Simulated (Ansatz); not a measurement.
**CH8S2Si2: one species, many methods**

How much do the methods differ for CH8S2Si2? The plan is to run it at one geometry with functionals of several rungs and with coupled cluster, and see how far each lands from CCSD(T) at the basis-set limit for the atomisation energy.

Method: functionals in def2-TZVPP, the program's frozen cores in correlated methods; program: Ansatz 0.2.0, Gaussian basis.

The runs, in order: LDA (SPW92), PBE-D4, revPBE-D4, BLYP-D4, r2SCAN-D4, B97M-V, PBE0-D4, B3LYP-D4, r2SCANh-D4, r2SCAN0-D4, HSE06-D4, BHLYP-D4, CAM-B3LYP-D4, LC-ωPBE, ωB97X-V, ωB97M-V, B2PLYP, PBE-QIDH; CCSD(T)/def2-SVP; CCSD(T)/def2-TZVPP; MP2/def2-QZVPP; extrapolation to the limit; RPA on PBE.

### Step 1. Structure used throughout

All runs share one geometry, relaxed beforehand with PBE0-D4 in a triple-zeta def2 set.

13 atoms, charge 0, spin multiplicity 1.

Atoms are counted from 1 here; the program's logs count them from 0.

Bond lengths: Si1–Si2 2.347 Å, Si1–H6 1.486 Å, Si1–H7 1.492 Å, Si1–H8 1.485 Å, Si2–S3 2.146 Å, Si2–H9 1.488 Å, Si2–H10 1.491 Å, S3–C4 1.811 Å, C4–S5 1.805 Å, C4–H11 1.091 Å, C4–H12 1.090 Å, S5–H13 1.343 Å. Angles: Si2–Si1–H6 110.2°, Si2–Si1–H7 109.0°, Si2–Si1–H8 111.6°, H6–Si1–H7 107.9°, H6–Si1–H8 109.8°, H7–Si1–H8 108.2°, Si1–Si2–S3 115.3°, Si1–Si2–H9 110.1°, Si1–Si2–H10 110.7°, S3–Si2–H9 102.6°, S3–Si2–H10 108.7°, H9–Si2–H10 109.1°, Si2–S3–C4 100.2°, S3–C4–S5 116.5°, S3–C4–H11 110.1°, S3–C4–H12 106.3°, S5–C4–H11 105.1°, S5–C4–H12 110.4° and more.

### Step 2. LDA

This LDA is Slater exchange with PW92 correlation.

The input, in.yaml:

```yaml
crystal:
  periodic: [false, false, false]
  atoms:
    - {symbol: Si, position_ang: [-2.025721, -0.552043, -0.119382]}
    - {symbol: Si, position_ang: [0.135718, -1.444072, 0.082791]}
    - {symbol: S, position_ang: [1.670846, -0.369466, -0.962175]}
    - {symbol: C, position_ang: [1.849533, 1.069761, 0.122491]}
    - {symbol: S, position_ang: [0.343084, 1.993399, 0.488704]}
    - {symbol: H, position_ang: [-2.099740, 0.353580, -1.295740]}
    - {symbol: H, position_ang: [-2.993541, -1.666900, -0.335985]}
    - {symbol: H, position_ang: [-2.430580, 0.181302, 1.106769]}
    - {symbol: H, position_ang: [0.194566, -2.789510, -0.549314]}
    - {symbol: H, position_ang: [0.526174, -1.562429, 1.516642]}
    - {symbol: H, position_ang: [2.237554, 0.760651, 1.094193]}
    - {symbol: H, position_ang: [2.588060, 1.717696, -0.348436]}
    - {symbol: H, position_ang: [0.024446, 2.273332, -0.785560]}
basis:
  gaussian: {orbitals: def2-TZVPP}
hamiltonian: {xc: lda}
output: {orbitals: {seedname: orbitals}}
```

The run is started by

```sh
ansatz run in.yaml --threads 4 --pin off --events-out ev --progress --plain --max-ram 10444MiB
```

After this run come: PBE-D4 (GGA); revPBE-D4 (GGA); BLYP-D4 (GGA); r2SCAN-D4 (meta-GGA); B97M-V (meta-GGA); B3LYP-D4 (hybrid); r2SCANh-D4 (hybrid); r2SCAN0-D4 (hybrid); HSE06-D4 (hybrid); BHLYP-D4 (hybrid); CAM-B3LYP-D4 (range-separated); LC-ωPBE (range-separated); ωB97X-V (range-separated); ωB97M-V (range-separated); B2PLYP (double hybrid); PBE-QIDH (double hybrid); CCSD(T) in def2-SVP; CCSD(T) in def2-TZVPP; MP2 in def2-QZVPP; RPA on PBE orbitals.

Before running them: what should the planned runs give, taken together? Wanted: atomisation energy, CCSD(T)/CBS; farthest beyond LDA; mean size of error, GGA; mean size of error, meta-GGA; mean size of error, hybrid; mean size of error, range-separated; mean size of error, double hybrid; gap, smallest and largest; T1 diagnostic.

The runs gave:

| quantity | value |
| --- | --- |
| atomisation energy, CCSD(T)/CBS | 4051.8 kJ/mol |
| functionals within 20.3 kJ/mol (0.5 %) | PBE-D4, r2SCAN-D4, PBE0-D4, B3LYP-D4, r2SCANh-D4, HSE06-D4, CAM-B3LYP-D4, ωB97M-V |
| farthest beyond LDA | BHLYP-D4 (-84.8 kJ/mol) |
| mean size of error, GGA | 37.8 kJ/mol |
| mean size of error, meta-GGA | 18.5 kJ/mol |
| mean size of error, hybrid | 28.8 kJ/mol |
| mean size of error, range-separated | 32.9 kJ/mol |
| mean size of error, double hybrid | 64.1 kJ/mol |
| gap, smallest and largest | 4.20 eV (LDA (SPW92)), 11.13 eV (LC-ωPBE) |
| T1 diagnostic | 0.0124 |
| triples share of the correlation energy | 4.2 % |

The LDA atomisation energy is off by 516.4 kJ/mol (13 %): it overbinds. PBE-D4 misses by +18.3 kJ/mol. Double hybrids carry the basis error of their MP2 part in triple zeta, and no dispersion term here, so their miss is partly the set-up's. Taken by rung, meta-GGA functionals do best (18.5 kJ/mol on average) and double hybrid ones worst beyond LDA (64.1 kJ/mol). Misses under about 20.3 kJ/mol are within the doubt on the reference itself, which lacks core-valence correlation, relativity and higher excitations. Hartree-Fock recovers 73 % of the binding; the rest is correlation. CCSD(T) in def2-SVP is off by -296.7 kJ/mol, more than most functionals: a good method in a small basis is no reference. Orbital gaps span 4.2 to 11.1 eV; exact exchange widens them.
